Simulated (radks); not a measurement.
# Filling a parabolic well with ω = 0.335 hartree*, with a point charge of +2 at the centre: electrons 24 to 27

Which level does each new electron take in a parabolic well with ω = 0.335 hartree*, with a point charge of +2 at the centre, and at which counts is the dot hardest to charge further? Each count tries a few candidate levels and keeps the lowest.

Method: non-relativistic spin-polarised Kohn-Sham, PBEsol, spherically averaged shells; computed with radks, version 2.

**1. The system**

- well: a parabolic well with ω = 0.335 hartree*, with a point charge of +2 at the centre
- functional: PBEsol
- levels: named by radial order: 1s, 1p, 1d, 2s, 1f and so on
- units: effective atomic units, hartree* and bohr*
- configuration carried in: 1s2 1p6 1d10 2s2 1f(up 3, down 0) (N = 23, energy 67.139194)

After this run come: N = 24; N = 25; Electron number 26; N = 27.

What does the calculation give? Wanted: closed shells at N; most unpaired electrons; configuration at N = 27.

The runs gave:

```
               quantity                              value
     closed shells at N                 none in this range
most unpaired electrons                        7 at N = 27
configuration at N = 27  1s2 1p6 1d10 2s2 1f(up 7, down 0)
```

What this shows: No shell closes in this range. The largest moment in range is 7, first at N = 27: exchange favours parallel spins in open shells. Only a few candidates are tried at each count, so a lower state may have been missed.
